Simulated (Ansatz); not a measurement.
MnHg:

```
Hg Mn
1.0
     3.28800    0.00000    0.00000
     0.00000    3.28800    0.00000
     0.00000    0.00000    3.31300
Hg Mn
1 1
Direct
  0.00000 0.00000 0.00000
  0.50000 0.50000 0.50000
```

Base run:

| Quantity | Value |
| --- | --- |
| Program | Ansatz 0.2.0 |
| Functional | PBE |
| Potentials or basis | Ansatz PAW |
| Cutoff | 420 eV (not typed: the program's choice for these potentials) |
| k mesh | 8 × 8 × 8 |
| Occupations | fermi-dirac, width 0.05 eV |
| Spin | collinear spin, random start |
| Starting moments | [0.0, 0.28] μB |

Its results: band gap on the k mesh none (metal or under the smearing width); pressure 2.0 GPa.

Question: The run is repeated on the same cell with these changes: spin from collinear spin, random start to no spin polarisation. What comes out?

Answer: Band gap on the k mesh none (metal or under the smearing width); pressure -14.0 GPa.
